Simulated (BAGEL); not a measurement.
# doublet CH5BFN+ at 4 levels

Aim: a comparison of 4 runs (ROHF/6-31G*, UHF/6-31G*, ROHF/cc-pVDZ, UHF/cc-pVDZ) of doublet CH5BFN+. 

The results are computed with BAGEL 1.2.2.

30 further runs of the same task are left out: 30 set aside as unsound or not needed.

**1. The molecule**

CH5BFN+: 9 atoms, total charge +1, spin state doublet. As SMILES of the parent species, `CB(N)F`. The shape is that of a PBE0-D4/def2-TZVP optimisation. That shape belongs to the parent species and isn't relaxed for this state.

Bond lengths: C1–B2 1.566 Å, B2–N3 1.396 Å, B2–F4 1.347 Å, C1–H5 1.094 Å, C1–H6 1.091 Å, C1–H7 1.094 Å, N3–H8 1.006 Å, N3–H9 1.003 Å. Some angles: C1–B2–N3 124.5°, C1–B2–F4 118.6°, N3–B2–F4 116.9°, B2–C1–H5 110.2°, B2–C1–H6 113.8°, B2–C1–H7 110.2°, B2–N3–H8 122.4°, B2–N3–H9 123.0°, H5–C1–H6 108.1°, H5–C1–H7 106.2°.

**2. A single-point energy at ROHF/6-31G(d) (density fitting with qzvpp-jkfit, spherical functions) (run 1)**

File input.json:

```json
{ "bagel" : [

{
  "title" : "molecule",
  "basis" : "6-31gs.json",
  "df_basis" : "qzvpp-jkfit",
  "angstrom" : true,
  "geometry" : [
    { "atom" : "C", "xyz" : [   -0.428400,    0.964700,   -0.539000 ] },
    { "atom" : "B", "xyz" : [    0.098200,   -0.482300,   -0.251400 ] },
    { "atom" : "N", "xyz" : [    0.546200,   -0.928100,    0.993800 ] },
    { "atom" : "F", "xyz" : [    0.128500,   -1.370900,   -1.263800 ] },
    { "atom" : "H", "xyz" : [    0.176600,    1.438400,   -1.318100 ] },
    { "atom" : "H", "xyz" : [   -0.424000,    1.616300,    0.336600 ] },
    { "atom" : "H", "xyz" : [   -1.450400,    0.924300,   -0.928000 ] },
    { "atom" : "H", "xyz" : [    0.878700,   -1.865200,    1.143700 ] },
    { "atom" : "H", "xyz" : [    0.563100,   -0.343500,    1.809000 ] }
  ]
},
{
  "title" : "rohf",
  "charge" : 1,
  "nopen" : 1
},
{
  "title" : "print",
  "file" : "orbitals.molden",
  "orbitals" : true
}

]}
```

The basis set 6-31G* is read from a file made from the Basis Set Exchange's data (not shown).

Command:

```
BAGEL_NUM_THREADS=1 BAGEL input.json > input.out
```

Log:

```text
* using 1 threads per process

  ===============================================================
  ===============================================================

  *** Geometry ***

  { "atom" : "C", "xyz" : [     -0.809559,      1.823019,     -1.018562 ] },
  { "atom" : "B", "xyz" : [      0.185571,     -0.911415,     -0.475077 ] },
  { "atom" : "N", "xyz" : [      1.032168,     -1.753855,      1.878010 ] },
[... 5 lines of this table left out ...]
  { "atom" : "H", "xyz" : [      1.064105,     -0.649121,      3.418515 ] },

  Number of auxiliary basis functions:      394

  Since a DF basis is specified, we compute 2- and 3-index integrals:
    o Being stored without compression. Storage requirement is 0.014 GB

  Number of basis functions:       66
  Number of electrons      :       32

    * METHOD: MOLECULE                             0.15

  *** Open-shell HF ***

  === Nuclear Repulsion ===
   113.1100331568

      * DIIS with orbital gradients will be used.

  === ROHF iteration (6-31gs.json) ===
      0       -218.94623891          0.04148531           0.06
      1       -219.07560034          0.02320780           0.06
      2       -219.10422253          0.01389572           0.06
[... 13 lines of this table left out ...]
     16       -219.11931404          0.00000001           0.06
    * SCF iteration converged.

    * S^2 (ROHF) is 0.7500

    * Permanent dipole moment:
           (   -0.699037,     0.299767,    -2.447563) a.u.

    * METHOD: ROHF                                 1.10

    * METHOD: PRINT                                0.01

  ===============================================================
```

Run time: 2.1 s. Hardware: 1 thread of Intel Xeon Platinum 8488C (Sapphire Rapids), shared host; peak memory 0.08 GiB.

**3. The energy at UHF/6-31G(d) (density fitting with qzvpp-jkfit, spherical functions) (run 2)**

File input.json:

```json
{ "bagel": [

{
  "title": "molecule",
  "basis": "6-31gs.json",
  "df_basis": "qzvpp-jkfit",
  "angstrom": true,
  "geometry": [
    { "atom": "C", "xyz": [   -0.428400,    0.964700,   -0.539000 ] },
    { "atom": "B", "xyz": [    0.098200,   -0.482300,   -0.251400 ] },
    { "atom": "N", "xyz": [    0.546200,   -0.928100,    0.993800 ] },
    { "atom": "F", "xyz": [    0.128500,   -1.370900,   -1.263800 ] },
    { "atom": "H", "xyz": [    0.176600,    1.438400,   -1.318100 ] },
    { "atom": "H", "xyz": [   -0.424000,    1.616300,    0.336600 ] },
    { "atom": "H", "xyz": [   -1.450400,    0.924300,   -0.928000 ] },
    { "atom": "H", "xyz": [    0.878700,   -1.865200,    1.143700 ] },
    { "atom": "H", "xyz": [    0.563100,   -0.343500,    1.809000 ] }
  ]
},
{ "title": "uhf", "charge": 1, "nopen": 1 },
{ "title": "print", "file": "orbitals.molden", "orbitals": true }

]}
```

The basis set 6-31G* is read from a file made from the Basis Set Exchange's data (not shown).

Command:

```
BAGEL_NUM_THREADS=1 BAGEL input.json > input.out
```

Log:

```text
* using 1 threads per process

  ===============================================================
  ===============================================================

  *** Geometry ***

  { "atom" : "C", "xyz" : [     -0.809559,      1.823019,     -1.018562 ] },
  { "atom" : "B", "xyz" : [      0.185571,     -0.911415,     -0.475077 ] },
  { "atom" : "N", "xyz" : [      1.032168,     -1.753855,      1.878010 ] },
[... 5 lines of this table left out ...]
  { "atom" : "H", "xyz" : [      1.064105,     -0.649121,      3.418515 ] },

  Number of auxiliary basis functions:      394

  Since a DF basis is specified, we compute 2- and 3-index integrals:
    o Being stored without compression. Storage requirement is 0.014 GB

  Number of basis functions:       66
  Number of electrons      :       32

    * METHOD: MOLECULE                             0.14

  *** Open-shell HF ***

  === Nuclear Repulsion ===
   113.1100331568

      * DIIS with orbital gradients will be used.

  === UHF iteration (6-31gs.json) ===
      0       -218.94623891          0.04148531           0.06
      1       -219.07983105          0.02318785           0.06
      2       -219.10829853          0.01390831           0.06
[... 14 lines of this table left out ...]
     17       -219.12362876          0.00000001           0.06
    * SCF iteration converged.

    * S^2 (UHF) is 0.7580

    * Permanent dipole moment:
           (   -0.696926,     0.298068,    -2.441169) a.u.

    * METHOD: UHF                                  1.15

    * METHOD: PRINT                                0.01

  ===============================================================
```

It took 2.3 s on 1 thread of Intel Xeon Platinum 8488C (Sapphire Rapids), shared host; peak memory 0.08 GiB.

Run 3 isn't shown in full; the table further down has it.

**4. A single-point energy at UHF/cc-pVDZ (density fitting with qzvpp-jkfit) (run 4)**

File job.json:

```json
{ "bagel" : [

{
  "title" : "molecule",
  "basis" : "cc-pvdz.json",
  "df_basis" : "qzvpp-jkfit",
  "angstrom" : true,
  "geometry" : [
    { "atom" : "C", "xyz" : [      -0.428400,       0.964700,      -0.539000 ] },
    { "atom" : "B", "xyz" : [       0.098200,      -0.482300,      -0.251400 ] },
    { "atom" : "N", "xyz" : [       0.546200,      -0.928100,       0.993800 ] },
    { "atom" : "F", "xyz" : [       0.128500,      -1.370900,      -1.263800 ] },
    { "atom" : "H", "xyz" : [       0.176600,       1.438400,      -1.318100 ] },
    { "atom" : "H", "xyz" : [      -0.424000,       1.616300,       0.336600 ] },
    { "atom" : "H", "xyz" : [      -1.450400,       0.924300,      -0.928000 ] },
    { "atom" : "H", "xyz" : [       0.878700,      -1.865200,       1.143700 ] },
    { "atom" : "H", "xyz" : [       0.563100,      -0.343500,       1.809000 ] }
  ]
},

{
  "title" : "uhf",
  "charge" : 1,
  "nopen" : 1
},

{
  "title" : "print",
  "file" : "orbitals.molden",
  "orbitals" : true
}

]}
```

The basis set cc-pVDZ is read from a file made from the Basis Set Exchange's data (not shown).

Command:

```
BAGEL_NUM_THREADS=1 BAGEL job.json > job.out
```

Log:

```text
* using 1 threads per process

  ===============================================================
  ===============================================================

  *** Geometry ***

  { "atom" : "C", "xyz" : [     -0.809559,      1.823019,     -1.018562 ] },
  { "atom" : "B", "xyz" : [      0.185571,     -0.911415,     -0.475077 ] },
  { "atom" : "N", "xyz" : [      1.032168,     -1.753855,      1.878010 ] },
[... 5 lines of this table left out ...]
  { "atom" : "H", "xyz" : [      1.064105,     -0.649121,      3.418515 ] },

  Number of auxiliary basis functions:      394

  Since a DF basis is specified, we compute 2- and 3-index integrals:
    o Being stored without compression. Storage requirement is 0.021 GB

  Number of basis functions:       81
  Number of electrons      :       32

    * METHOD: MOLECULE                             0.15

  *** Open-shell HF ***

  === Nuclear Repulsion ===
   113.1100331568

      * DIIS with orbital gradients will be used.

  === UHF iteration (cc-pvdz.json) ===
      0       -218.93928527          0.02901292           0.08
      1       -219.09558038          0.01575307           0.08
      2       -219.12658473          0.00871784           0.08
[... 14 lines of this table left out ...]
     17       -219.14244488          0.00000000           0.07
    * SCF iteration converged.

    * S^2 (UHF) is 0.7579

    * Permanent dipole moment:
           (   -0.683540,     0.239435,    -2.461841) a.u.

    * METHOD: UHF                                  1.53

    * METHOD: PRINT                                0.01

  ===============================================================
```

Run time: 2.5 s. Hardware: 1 thread of Intel Xeon Platinum 8488C (Sapphire Rapids), shared host; peak memory 0.088 GiB.

**5. Overview of the runs**

```tsv
run	level	energy (Eh)	⟨S²⟩	wall time
1	ROHF/6-31G* (density fitting with qzvpp-jkfit, spherical functions)	-219.119314	0.750	2.1 s
2	UHF/6-31G* (density fitting with qzvpp-jkfit, spherical functions)	-219.123629	0.758	2.3 s
3	ROHF/cc-pVDZ (density fitting with qzvpp-jkfit)	-219.138135	0.750	2.4 s
4	UHF/cc-pVDZ (density fitting with qzvpp-jkfit)	-219.142445	0.758	2.5 s
```

**6. Outcome**

| quantity | value |
| --- | --- |
| run 4: total energy | -219.14244 Eh |
| run 4: ⟨S²⟩ | 0.758 |

What this shows: Over the runs the total energy spans 0.629 eV. All runs together took 9.3 s, the longest 2.5 s.
